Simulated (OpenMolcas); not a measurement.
# Pt⁵⁺ among point charges: CASSCF and CASPT2 levels and susceptibility

Aim: the splitting of the states of Pt⁵⁺ in the field of 6 point charges, its lowest levels with spin-orbit coupling and its magnetic susceptibility.

Method: state-averaged CASSCF and CASPT2, spin-orbit coupling by RASSI with atomic mean-field integrals. Code: OpenMolcas 26.06.

## (1) The atom as given

| Quantity | Value |
| --- | --- |
| Species | Pt⁵⁺ (platinum, Z = 78, 73 electrons) |
| Basis | ANO-RCC-VDZP [7s6p4d2f], 59 functions |
| Scalar Hamiltonian | DKH2, point nucleus |
| Inactive shells | 1s 2s 2p 3s 3p 3d 4s 4p 4d 4f 5s 5p |
| Active space | 5 electrons in 5 orbitals (5d) |
| Some configurations of this space | 5d5 |
| Orbitals | optimised for each spin and parity, averaged over all roots |

The outer shells:

5d5
```
5d [↑ ][↑ ][↑ ][↑ ][↑ ]
```

The ion sits among 6 point charges of -1.7 e arranged as a tetragonal octahedron (D4h), 2.01 Å from the ion, with the axial distance 2.372 Å.

Each step is its own input file, run in one work folder so that later steps find the files of earlier ones. Labels, J, g values, rates, χT and fits are worked out afterwards by a script from the matrices that RASSI stores. The input lists half of the charges; inversion (Group=XYZ) makes the rest.

## (2) GATEWAY and SEWARD: basis and integrals

a.inp reads:

```
&GATEWAY
Coord
1

Pt 0.0 0.0 0.0
Basis=ANO-RCC-VDZP
Group=XYZ
NoMove
AngMom=0.0 0.0 0.0
AMFI
XField
3 Angstrom 0
2.010000 0.000000 0.000000 -1.700000
0.000000 2.010000 0.000000 -1.700000
0.000000 0.000000 2.371800 -1.700000
&SEWARD
```

Launch:

```console
$ OMP_NUM_THREADS=1 MOLCAS_MEM=1689 MOLCAS_PROJECT=a pymolcas a.inp > a.log
```

## (3) CASSCF: sextets of even parity, 1 root

a.inp reads:

```
&RASSCF
FileOrb=start.orb
Symmetry=1
Spin=6
nActEl=5 0 0
Inactive=15 19
Ras2=5 0
CIRoot=1 1 1
SDav=1
CIMx=300
Iter=120 100
PrWF=0.3
OrbListing=Nothing
MaxOrb=0
>>> COPY $Project.JobIph JOB001
```

start.orb holds the contracted functions of the basis, ordered by shell, or the orbitals of the step before.

## (4) CASSCF: quartets of even parity, 24 roots

a.inp reads:

```
&RASSCF
FileOrb=start.orb
Symmetry=1
Spin=4
nActEl=5 0 0
Inactive=15 19
Ras2=5 0
CIRoot=24 24 1
SDav=24
CIMx=300
Iter=120 100
PrWF=0.3
OrbListing=Nothing
MaxOrb=0
>>> COPY $Project.JobIph JOB002
```

## (5) CASSCF: doublets of even parity, 75 roots

a.inp reads:

```
&RASSCF
FileOrb=start.orb
Symmetry=1
Spin=2
nActEl=5 0 0
Inactive=15 19
Ras2=5 0
CIRoot=75 75 1
SDav=75
CIMx=300
Iter=120 100
PrWF=0.3
OrbListing=Nothing
MaxOrb=0
>>> COPY $Project.JobIph JOB003
```

## (6) State interaction with spin-orbit coupling

a.inp reads:

```
&RASSI
NrOfJobIphs=3 1 24 75
1
1 2 3 4 5 6 7 8 9 10 11 12 13 14 15 16 17 18 19 20 21 22 23 24
1 2 3 4 5 6 7 8 9 10 11 12 13 14 15 16 17 18 19 20 21 22 23 24 25 26 27
28 29 30 31 32 33 34 35 36 37 38 39 40 41 42 43 44 45 46 47 48 49 50 51
52 53 54 55 56 57 58 59 60 61 62 63 64 65 66 67 68 69 70 71 72 73 74 75
IphNames
JOB001
JOB002
JOB003
EJob
SpinOrbit
DIPRint=1.0
SOCoupling=1000.0
Subsets=2
Property=9
'ANGMOM' 1 'ANGMOM' 2 'ANGMOM' 3 'MLTPL  1' 1 'MLTPL  1' 2 'MLTPL  1' 3
'AMFI' 1 'AMFI' 2 'AMFI' 3
SOProperty=3
'ANGMOM' 1 'ANGMOM' 2 'ANGMOM' 3
```

## (7) CASPT2: IPEA 0.25, imaginary shift 0.1 (closed shells correlated: 5s 5p)

a.inp reads:

```
>>> COPY JOB001 $Project.JobIph
&CASPT2
Multistate=1 1
Frozen=14 16
IPEA=0.25
Imaginary=0.1
MaxIter=60
WThr=0.0 0.3 0.05
PrWF=0.5
NoMix
>>> COPY JOB002 $Project.JobIph
&CASPT2
Multistate=24 1 2 3 4 5 6 7 8 9 10 11 12 13 14 15 16 17 18 19 20 21 22
23 24
NoMult
Frozen=14 16
IPEA=0.25
Imaginary=0.1
MaxIter=60
WThr=0.0 0.3 0.05
PrWF=0.5
NoMix
>>> COPY JOB003 $Project.JobIph
&CASPT2
Multistate=75 1 2 3 4 5 6 7 8 9 10 11 12 13 14 15 16 17 18 19 20 21 22
23 24 25 26 27 28 29 30 31 32 33 34 35 36 37 38 39 40 41 42 43 44 45 46
47 48 49 50 51 52 53 54 55 56 57 58 59 60 61 62 63 64 65 66 67 68 69 70
71 72 73 74 75
NoMult
Frozen=14 16
IPEA=0.25
Imaginary=0.1
MaxIter=60
WThr=0.0 0.3 0.05
PrWF=0.5
NoMix
```

(Steps that only read results are left out.)

Q: Predict the outcome of this session. Wanted: spin-free ground state; lowest level; next level.

**Answer**, as computed:

| quantity | value |
| --- | --- |
| method | SS-CASPT2, IPEA 0.25, imaginary shift 0.1 (closed shells correlated: 5s 5p) |
| spin-free ground state | 6A1, 1-fold in its orbital part |
| lowest level | 2-fold E1/2, g = 1.90, 5.68, 5.68 |
| next level | 44.4 cm⁻¹ |
| χT at 300 K | 3.75 cm³ K/mol |
| effective moment at 300 K | 5.47 μB |

Cost by method:

```
                                              method  time of its own steps  time with the reference
                                           A. CASSCF                   15 s                     15 s
B. SS-CASPT2, IPEA 0.25, imaginary shift 0.1, +5s 5p                  5.2 s                     21 s
```

Times are of one thread on a shared host.

In words: The spin-free ground state (6A1) comes to 100 % from free-ion S terms and keeps the highest spin of the shell. χT at 300 K is 3.75, against 4.39 cm³ K/mol for the spin alone, so spin-orbit coupling lowers it. An active space of the d shell alone favours high spin; real ions in strong fields can be low spin. The field of point charges can differ much from that of real complexes. With metal d orbitals alone active, the gaps between spin states are rough; where two lie within a few thousand cm-1, their order is open. This is an electrostatic model: the charges have no orbitals.
